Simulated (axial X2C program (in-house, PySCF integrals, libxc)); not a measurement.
# CoH: properties at the nuclei

Wanted for CoH: properties at the nuclei, at the two-component level.

The runs use an in-house X2C program for linear molecules on PySCF integrals; two-component X2C with atomic mean-field terms, Co dyall-cv3z, H dyall-v3z.

All values are calculated.

## (1) Set-up

The input, task.json:

```json
{
 "zs": [
  27,
  1
 ],
 "q": 0,
 "bas": [
  "dyall-cv3z",
  "dyall-v3z"
 ],
 "r0": 1.43,
 "levels": [
  "PBE0",
  "HF",
  "PBE50",
  "LDA",
  "TPSSh"
 ],
 "nst": 3
}
```

Keys: zs atomic numbers; q charge; bas basis sets; r0 starting distance in Å; levels methods (HF also brings MP2); nst determinants followed.

Command:

```sh
$ python soeom.py task.json out
```

After this run come: Expectation values, lowest determinant; Expectation values, a higher determinant; Expectation values, a higher determinant.

Before running it: what results should come out? Wanted: lowest determinant; Eeff magnitude; Ws magnitude Co; A∥/gI Co; qzz Co; higher determinant (for each run or level that gives them).

The runs gave:

```
                                        quantity                                            value
                              lowest determinant   Ω = 4 (excess of +ω over −ω: ω = 3/2, ω = 5/2)
                    Eeff magnitude (GV/cm), PBE0                                            0.389
                     Ws magnitude Co (kHz), PBE0                                           0.0325
                            A∥/gI Co (MHz), PBE0                                              354
                             qzz Co (a.u.), PBE0                                            -0.74
                              higher determinant   Ω = 3 (excess of +ω over −ω: ω = 1/2, ω = 5/2)
Eeff magnitude (GV/cm), PBE0, higher determinant                                          0.00436
 Ws magnitude Co (kHz), PBE0, higher determinant                                          0.00222
        A∥/gI Co (MHz), PBE0, higher determinant                                              542
         qzz Co (a.u.), PBE0, higher determinant                                            -0.33
                              higher determinant  Ω = 1 (excess of +ω over −ω: ω = -1/2, ω = 3/2)
Eeff magnitude (GV/cm), PBE0, higher determinant                                         0.000313
 Ws magnitude Co (kHz), PBE0, higher determinant                                          0.00641
        A∥/gI Co (MHz), PBE0, higher determinant                                              350
         qzz Co (a.u.), PBE0, higher determinant                                            -0.36
```

**Reading.** In the first state, the effective field runs from 0.213 to 1.7 GV/cm over the mean-field levels, so the levels don't agree on it. The expectation values come from single determinants, which for open shells can mix terms of unlike spin or miss the lowest Ω, so a determinant need not be a state. Eeff is the effective electric field on the electron dipole moment in this Ω state and Ws the scalar–pseudoscalar constant (defined with the proton number Z and per Ω); A∥ is the parallel hyperfine constant, which follows by multiplying with the nuclear g factor gI = μI/(I μN); qzz is the electric field gradient, eQq0 = 234.96 MHz × Q/barn × qzz; μ is positive if H is the positive end. The operators were transformed with the bare-nucleus X2C matrices. A second determinant lies within 0.1 eV of the first, so their order is not settled at this level.
